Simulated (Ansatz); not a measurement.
# AlB2N3: the cost of one run

Method: DFT PBE, scalar-relativistic, plane waves, PAW, in Ansatz 0.2.0.

1 further run of the same task is left out (set aside as unsound or not needed).

## (1) The structure to begin with

Symmetry: I4/mmm, No. 139, tetragonal system. Conventional cell: a = 2.713 Å, b = 2.713 Å, c = 10.917 Å, α = 90.00°, β = 90.00°, γ = 90.00°. Al (site symmetry 4/mmm) has 6 N at 1.92 to 1.97 Å as nearest neighbours. B (site symmetry 4mm) has 1 N at 1.53 Å as nearest neighbours. N (site symmetry 4/mmm) has 4 Al at 1.92 Å and 2 B at 1.97 Å as nearest neighbours. Around N (site symmetry 4mm) lie 5 B at 1.53 to 1.92 Å and 1 Al at 1.97 Å.

Coordinates:

```xyz
6
Lattice="-1.3564 1.3564 5.4586 1.3564 -1.3564 5.4586 1.3564 1.3564 -5.4586" Properties=species:S:1:pos:R:3 pbc="T T T"
Al    0.0000    0.0000    5.4586
B     0.0000    0.0000    8.9503
B     0.0000    0.0000    1.9668
N     0.0000    0.0000    0.0000
N     0.0000    0.0000    7.4247
N     0.0000    0.0000    3.4924
```

It is the end of an earlier relaxation with the same method, from a generated guess; it needn't be the stable form of this composition. At a tolerance of 0.02 Å it has space group I4/mmm (No. 139); it has 6.70 Å³/atom, an uncorrected energy of +0.11 eV/atom over the elements.

## (2) Electronic structure at the relaxed geometry

input.yaml

```yaml
crystal:
  lattice:
    - [-1.3563854863, 1.3563854863, 5.4585606297]
    - [1.3563854863, -1.3563854863, 5.4585606297]
    - [1.3563854863, 1.3563854863, -5.4585606297]
  atoms:
    - { symbol: Al, position: [0.5, 0.5, 0.0] }
    - { symbol: B, position: [0.8198405495, 0.8198405495, 0.0] }
    - { symbol: B, position: [0.1801594505, 0.1801594505, 0.0] }
    - { symbol: "N", position: [0.0, 0.0, 0.0] }
    - { symbol: "N", position: [0.6800956728, 0.6800956728, 0.0] }
    - { symbol: "N", position: [0.3199043272, 0.3199043272, 0.0] }
basis:
  ecutwfc: 420
kpoints:
  mp_grid: { grid: [14, 14, 14] }
  band_path:
    path:
      - [[0.0, 0.0, 0.0], [0.0, 0.0, 0.5], [0.25, 0.25, 0.25], [0.0, 0.5, 0.0], [0.0, 0.0, 0.0], [0.5, 0.5, -0.5], [0.26543654, 0.73456346, -0.26543654]]
      - [[-0.26543654, 0.26543654, 0.26543654], [0.0, 0.0, 0.0]]
      - [[0.0, 0.0, 0.5], [-0.03087308, 0.03087308, 0.5]]
      - [[0.5, 0.5, -0.03087308], [0.5, 0.5, -0.5]]
    npoints: 14
hamiltonian:
  xc: pbe
scf:
  occupations: { method: gaussian, width: 0.02 }
  n_extra_bands: 15
output:
  forces: true
  stress: true
  eigenvalues: true
  populations: true
  dos: { projected: true, de: 0.02, nscf_kmesh: { grid: [21, 21, 21] } }
  bader: true
  write_density: true
  write_potential: true
  elf: true
  volumetric_format: npy
```

The run is started by

```
ansatz run input.yaml --threads 1 --pin off --max-ram 2560MiB --backend cpu --events-out ev --progress --plain --runs-dir out
```

Q: Estimate wall time and peak memory on 1 thread of Arm Neoverse V1, shared host.

About 1.8 min, with a peak of 0.65 GiB.
